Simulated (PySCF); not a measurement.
# F2H5NSi2: the cost of one run

Computed with PySCF 2.14.0, with density-fitted response routines of our own, on a single molecule in the gas phase. Atoms count from 0, in the outputs and in this text.

## 1. Starting geometry

10 atoms, charge 0, multiplicity 1; geometry from: GFN2-xTB. The atoms were then displaced at random by about 0.01 Å, so the start is not that level's minimum.

Bonds of the start (Å): N0–Si1 1.76, Si1–Si2 2.30, Si2–F3 1.58, Si2–F4 1.59, N0–H5 0.99, N0–H6 1.00, Si1–H7 1.49, Si1–H8 1.49, Si2–H9 1.44.

## 2. Optimising the geometry at PBE0-D3(BJ)/def2-SVP

What the job is given:

```
{"job": {"xc": "PBE0", "basis": "def2-SVP", "d3": "d3bj", "grid": 1, "shake": 0.01, "kind": "geom"}, "charge": 0, "multiplicity": 1}
N      1.656790    -0.745920     0.018690
Si     0.597530     0.651990     0.100850
Si    -1.545010    -0.173630    -0.033360
F     -2.380500     0.777400    -0.976740
F     -2.307710     0.025760     1.353020
H      1.500020    -1.409990    -0.705480
H      2.630570    -0.600120     0.185740
H      0.860670     1.685060    -0.941940
H      0.942700     1.283810     1.406860
H     -1.904630    -1.515290    -0.428690
```

Command:

```bash
OMP_NUM_THREADS=1 python probes_run.py task.json out
```

This one command runs all jobs of the session in turn.

Q: Estimate the wall time and peak memory of this first job on 1 thread of Arm Neoverse N1, shared host.

About 86 s, with a peak of 0.42 GiB.
